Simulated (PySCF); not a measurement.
**[LaO(OH)]−: other functionals and bases at one geometry**

An exercise on one series of results from a longer session: the logs are not shown, and one member is left open.

Method: several levels, as the steps say, no spin–orbit coupling; program: PySCF 2.14.0.

1 further run of the same task is left out (for a known fault of the program).

**The starting structure**

4 atoms, charge -1, spin multiplicity 1.

Bond lengths: La1–O2 2.071 Å, La1–O3 2.394 Å, O3–H4 0.964 Å. Angles: O2–La1–O3 112.4°, La1–O3–H4 124.1°.

As a file:

| atom | x (Å) | y (Å) | z (Å) |
| --- | --- | --- | --- |
| La1 | -0.0062 | -0.0479 | -0.5018 |
| O2 | 1.4171 | 0.0352 | 1.0004 |
| O3 | -2.2408 | 0.0189 | 0.3534 |
| H4 | -2.4590 | 0.0823 | 1.2905 |

Formal oxidation states: La +2. Each metal's 1 4f electrons lie in its core potential, so multiplicities, spins and levels count the valence alone. For divalent La, Ce, Gd or Lu the extra electron is normally 5d or 6s, so this core forces an excited configuration. An earlier session relaxed this geometry at PBE0, La lcecp-0-SVP with ECP47, O def2-SVP, H def2-SVP (singlet, point group Cs).

At PBE0 on the finer grid: E = -176.875601 Eh, frontier levels not given, since the 4f levels lie in the core, Mulliken charge on La1 +0.18 e, largest force component 0.018 eV/Å. The highest filled level lies above zero; it isn't the detachment energy.

Levels to run: HF; wB97X; PBE0, TZVP. Hardware: 2 threads of Arm Neoverse V2, shared host.

The first run:

Contents of run.py (the lines that set the calculation):

```python
mol = gto.M(atom='''
La    -0.00623    -0.04786    -0.50176
O      1.41710     0.03520     1.00035
O     -2.24077     0.01887     0.35345
H     -2.45899     0.08227     1.29052''',
    basis={'La': 'lcecp-0-SVP', 'O': 'def2-SVP', 'H': 'def2-SVP'},
    ecp={'La': 'lcecp-0-SVP'},
    charge=-1, spin=0)
mf = scf.RHF(mol)
mf = mf.density_fit()  # fitting sets: La AutoAux, O def2-universal-JKFIT, H def2-universal-JKFIT
mf.conv_tol = 1e-08; mf.max_cycle = 55
mf.kernel(dm0)  # dm0: the density of the relaxed state
```

The run is started by

```
$ OMP_NUM_THREADS=2 python run.py
```

Among the steps run: HF; wB97X; PBE0, TZVP.

One of the session's tables, all rows but one given; the rest of the session is left out.

```
              level  charge on La1 (e)  dipole (D)  largest force component (eV/Å)
PBE0 (relaxed here)               0.18        7.25                            0.02
                 HF               0.58        8.87                            1.12
              wB97X                  ?           ?                               ?
         PBE0, TZVP               0.53        7.77                            0.45
```

Estimate the missing values for wB97X.

**Answer.** charge on La1 (e): 0.20; dipole (D): 7.99; largest force component (eV/Å): 0.12. In the column «charge on La1 (e)» it lies between PBE0 (relaxed here) (0.18) and PBE0, TZVP (0.53).

The dipole of a charged species depends on the origin, so these sizes hold for this origin alone.

The largest leftover force, 1.12 eV/Å with HF, stands at a geometry relaxed at another level. With 4f in the core, its levels are missing from HOMO and gap, and its count is fixed, so no charge can pass from the ligands into it. Total energies of different levels can't be compared.
